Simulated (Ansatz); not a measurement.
Hf2Pd2Se2Br2O3:

```
Hf Pd Se Br O
1.0
     5.76069    0.00496   -0.00286
    -0.52750    5.84664    0.03413
    -1.48435   -0.92642    6.64586
Hf Pd Se Br O
2 2 2 2 3
Direct
  0.74540 0.39602 0.34989
  0.28763 0.45322 0.59401
  0.90854 0.13294 0.84849
  0.25249 0.90323 0.35874
  0.63469 0.40355 0.93716
  0.62597 0.78174 0.53023
  0.85273 0.99089 0.15355
  0.22526 0.82084 0.86223
  0.96040 0.28925 0.59026
  0.43233 0.24524 0.40864
  0.07457 0.58308 0.36682
```

The cell was built by a generator and needn't be a form met in nature.

Base run:

| Property | Result |
| --- | --- |
| Program | Ansatz 0.2.0 |
| Functional | RPBE |
| Potentials or basis | all-electron LAPW, scalar-relativistic |
| Cutoff | 420 eV (chosen from the basis error) |
| Basis error allowed | 0.002 eV/atom |
| k mesh | 4 × 4 × 3 |
| Occupations | fermi-dirac, width 0.05 eV |
| Spin | no spin polarisation |

Its results: band gap on the k mesh 0.25 eV, indirect (least direct gap 0.37 eV); pressure 2.8 GPa; largest force 0.136 eV/Å.

The run is repeated on the same cell with these changes: functional from RPBE to LDA. What comes out?

Band gap on the k mesh 0.17 eV, indirect (least direct gap 0.32 eV); pressure -7.2 GPa; largest force 0.548 eV/Å.

LDA binds more tightly than RPBE, so the same cell stands under less pressure.

Caveats: spin-orbit coupling is left out, which moves the levels of the heavy elements.

A k mesh can miss the band edges.
